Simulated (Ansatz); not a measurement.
# AlH6NOSi: one species, many methods

An exercise on one series of results from a longer session: the logs are not shown, and one member is left open.

Computed with Ansatz 0.2.0, Gaussian basis. Level: functionals in def2-TZVPP, the program's frozen cores in correlated methods.

Plan: LDA (SPW92), PBE-D4, revPBE-D4, BLYP-D4, r2SCAN-D4, B97M-V, PBE0-D4, B3LYP-D4, r2SCANh-D4, r2SCAN0-D4, HSE06-D4, BHLYP-D4, CAM-B3LYP-D4, LC-ωPBE, ωB97X-V, ωB97M-V, B2PLYP, PBE-QIDH; CCSD(T)/def2-SVP; CCSD(T)/def2-TZVPP; MP2/def2-QZVPP; extrapolation to the limit; RPA on PBE.

## Structure used throughout

An earlier PBE0-D4 in a triple-zeta def2 set relaxation fixed the geometry.

SMILES `[OH][AlH][NH][SiH3]`, 10 atoms, charge 0, spin multiplicity 1.

Atoms are counted from 1 here; the program's logs count them from 0.

Bond lengths: O1–Al2 1.693 Å, O1–H5 0.955 Å, Al2–N3 1.775 Å, Al2–H6 1.579 Å, N3–Si4 1.727 Å, N3–H7 1.012 Å, Si4–H8 1.483 Å, Si4–H9 1.491 Å, Si4–H10 1.491 Å. Angles: Al2–O1–H5 123.7°, O1–Al2–N3 117.1°, O1–Al2–H6 122.6°, N3–Al2–H6 120.3°, Al2–N3–Si4 130.8°, Al2–N3–H7 115.0°, Si4–N3–H7 114.2°, N3–Si4–H8 108.0°, N3–Si4–H9 111.8°, N3–Si4–H10 111.8°, H8–Si4–H9 109.2°, H8–Si4–H10 109.2°, H9–Si4–H10 106.8°.

As a file:

```
O    -1.70595    0.41794   -1.38232
Al   -0.31500    1.21636   -0.83965
N     0.72109    0.34534    0.30923
Si    0.56408   -1.22989    1.00020
H    -2.32710    0.79743   -2.00009
H     0.07097    2.67141   -1.31486
H     1.54292    0.85233    0.61294
H    -0.67633   -1.84331    0.46716
H     0.48334   -1.17691    2.48791
H     1.72517   -2.10179    0.66228
```

Set-up of the first run:

Input file in.yaml:

```yaml
crystal:
  periodic: [false, false, false]
  atoms:
    - {symbol: O, position_ang: [-1.705947, 0.417941, -1.382324]}
    - {symbol: Al, position_ang: [-0.314997, 1.216356, -0.839652]}
    - {symbol: N, position_ang: [0.721090, 0.345336, 0.309231]}
    - {symbol: Si, position_ang: [0.564083, -1.229889, 1.000201]}
    - {symbol: H, position_ang: [-2.327096, 0.797429, -2.000090]}
    - {symbol: H, position_ang: [0.070967, 2.671408, -1.314860]}
    - {symbol: H, position_ang: [1.542916, 0.852334, 0.612943]}
    - {symbol: H, position_ang: [-0.676333, -1.843309, 0.467156]}
    - {symbol: H, position_ang: [0.483344, -1.176914, 2.487912]}
    - {symbol: H, position_ang: [1.725173, -2.101792, 0.662283]}
basis:
  gaussian: {orbitals: def2-TZVPP}
hamiltonian: {xc: lda}
output: {orbitals: {seedname: orbitals}}
```

Command:

```bash
$ ansatz run in.yaml --threads 2 --pin off --events-out ev --progress --plain --max-ram 4352MiB
```

Among the steps run: LDA; PBE-D4 (GGA); revPBE-D4 (GGA); BLYP-D4 (GGA); r2SCAN-D4 (meta-GGA); B97M-V (meta-GGA); B3LYP-D4 (hybrid); r2SCANh-D4 (hybrid); r2SCAN0-D4 (hybrid); HSE06-D4 (hybrid); BHLYP-D4 (hybrid); CAM-B3LYP-D4 (range-separated); LC-ωPBE (range-separated); ωB97X-V (range-separated); ωB97M-V (range-separated); B2PLYP (double hybrid); PBE-QIDH (double hybrid).

One table of the session follows, with a row left open; its other results are not shown here.

It belongs to the step «Frontier levels by functional». 

```
  functional  HOMO (eV)  gap (eV)
 LDA (SPW92)      -6.39      5.26
      PBE-D4      -6.27      5.36
   revPBE-D4          ?         ?
     BLYP-D4      -6.14      5.33
   r2SCAN-D4      -6.56      6.04
      B97M-V      -6.67      5.88
     PBE0-D4      -7.59      7.44
    B3LYP-D4      -7.35      6.99
  r2SCANh-D4      -7.05      6.78
  r2SCAN0-D4      -7.79      7.88
    HSE06-D4      -7.18      6.67
    BHLYP-D4      -8.82      9.40
CAM-B3LYP-D4      -8.97      9.71
     LC-ωPBE     -10.36     12.20
     ωB97X-V     -10.00     11.71
     ωB97M-V      -9.89     11.29
```

Estimate the missing values for revPBE-D4.

As computed: HOMO (eV): -6.22; gap (eV): 5.41. In the column «HOMO (eV)» it lies between PBE-D4 (-6.27) and BLYP-D4 (-6.14).
